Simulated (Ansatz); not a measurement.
# CH₇BOSi₂: one species, many methods

One table from this session's results is given with a row withheld; the runs are named, their logs left out.

The runs use Ansatz 0.2.0, Gaussian basis; functionals in def2-TZVPP, the program's frozen cores in correlated methods.

Levels to be run: LDA (SPW92), PBE-D4, revPBE-D4, BLYP-D4, r2SCAN-D4, B97M-V, PBE0-D4, B3LYP-D4, r2SCANh-D4, r2SCAN0-D4, HSE06-D4, BHLYP-D4, CAM-B3LYP-D4, LC-ωPBE, ωB97X-V, ωB97M-V, B2PLYP, PBE-QIDH; CCSD(T)/def2-SVP; CCSD(T)/def2-TZVPP; MP2/def2-QZVPP; extrapolation to the limit; RPA on PBE.

**The geometry**

All runs share one geometry, relaxed beforehand with PBE0-D4 in a triple-zeta def2 set.

12 atoms, charge 0, spin multiplicity 1.

Atoms are counted from 1 here; the program's logs count them from 0.

Bond lengths: O1–B2 1.340 Å, O1–H6 0.961 Å, B2–Si3 1.948 Å, B2–C4 1.533 Å, Si3–C4 1.919 Å, Si3–H7 1.485 Å, Si3–H8 1.483 Å, C4–Si5 1.861 Å, C4–H9 1.091 Å, Si5–H10 1.488 Å, Si5–H11 1.489 Å, Si5–H12 1.487 Å. Angles: B2–O1–H6 113.2°, O1–B2–Si3 156.1°, O1–B2–C4 136.8°, Si3–B2–C4 65.7°, B2–Si3–C4 46.7°, B2–Si3–H7 120.4°, B2–Si3–H8 127.3°, C4–Si3–H7 116.5°, C4–Si3–H8 114.8°, H7–Si3–H8 111.8°, B2–C4–Si3 67.6°, B2–C4–Si5 114.8°, B2–C4–H9 122.1°, Si3–C4–Si5 110.2°, Si3–C4–H9 125.0°, Si5–C4–H9 110.9°, C4–Si5–H10 111.6°, C4–Si5–H11 109.2° and more.

Coordinates:

```xyz
12
CH7BOSi2
O    -1.7574    1.6313    0.7630
B    -1.0423    0.5176    0.5537
Si   -0.7286   -1.4018    0.4393
C     0.4366    0.1150    0.5979
Si    1.3651    0.3810   -0.9925
H    -2.7056    1.4898    0.6985
H    -0.8682   -2.2588    1.6435
H    -0.5345   -2.2085   -0.7904
H     1.0707    0.3297    1.4596
H     1.8617    1.7788   -1.1108
H     0.4545    0.1156   -2.1407
H     2.5249   -0.5450   -1.0872
```

Set-up of the first run:

in.yaml

```yaml
crystal:
  periodic: [false, false, false]
  atoms:
    - {symbol: O, position_ang: [-1.757354, 1.631335, 0.763043]}
    - {symbol: B, position_ang: [-1.042326, 0.517625, 0.553728]}
    - {symbol: Si, position_ang: [-0.728580, -1.401794, 0.439313]}
    - {symbol: C, position_ang: [0.436581, 0.115028, 0.597933]}
    - {symbol: Si, position_ang: [1.365079, 0.381011, -0.992535]}
    - {symbol: H, position_ang: [-2.705621, 1.489783, 0.698493]}
    - {symbol: H, position_ang: [-0.868180, -2.258767, 1.643481]}
    - {symbol: H, position_ang: [-0.534493, -2.208518, -0.790426]}
    - {symbol: H, position_ang: [1.070692, 0.329750, 1.459578]}
    - {symbol: H, position_ang: [1.861708, 1.778776, -1.110830]}
    - {symbol: H, position_ang: [0.454510, 0.115599, -2.140698]}
    - {symbol: H, position_ang: [2.524883, -0.545027, -1.087178]}
basis:
  gaussian: {orbitals: def2-TZVPP}
hamiltonian: {xc: lda}
output: {orbitals: {seedname: orbitals}}
```

Among the steps run: LDA; PBE-D4 (GGA); revPBE-D4 (GGA); BLYP-D4 (GGA); r2SCAN-D4 (meta-GGA); B97M-V (meta-GGA); PBE0-D4 (hybrid); B3LYP-D4 (hybrid); r2SCANh-D4 (hybrid); r2SCAN0-D4 (hybrid); HSE06-D4 (hybrid); BHLYP-D4 (hybrid); CAM-B3LYP-D4 (range-separated); LC-ωPBE (range-separated); ωB97X-V (range-separated); ωB97M-V (range-separated); B2PLYP (double hybrid); PBE-QIDH (double hybrid).

One of the session's tables, all rows but one given; the rest of the session is left out.

It belongs to the step «Frontier levels by functional». 

```
  functional  HOMO (eV)  gap (eV)
 LDA (SPW92)      -5.64      3.42
      PBE-D4      -5.52      3.52
   revPBE-D4      -5.47      3.55
     BLYP-D4      -5.39      3.58
   r2SCAN-D4      -5.71      3.96
      B97M-V      -5.80      3.98
     PBE0-D4      -6.60      5.52
    B3LYP-D4      -6.41      5.17
  r2SCANh-D4      -6.11      4.69
  r2SCAN0-D4      -6.72      5.78
    HSE06-D4      -6.20      4.75
    BHLYP-D4      -7.57      7.57
CAM-B3LYP-D4      -7.87      7.97
     LC-ωPBE      -9.16     10.36
     ωB97X-V      -8.84      9.95
     ωB97M-V          ?         ?
```

Estimate the missing values for ωB97M-V.

**Answer.** HOMO (eV): -8.68; gap (eV): 9.58. In the column «HOMO (eV)» it lies between ωB97X-V (-8.84) and CAM-B3LYP-D4 (-7.87).
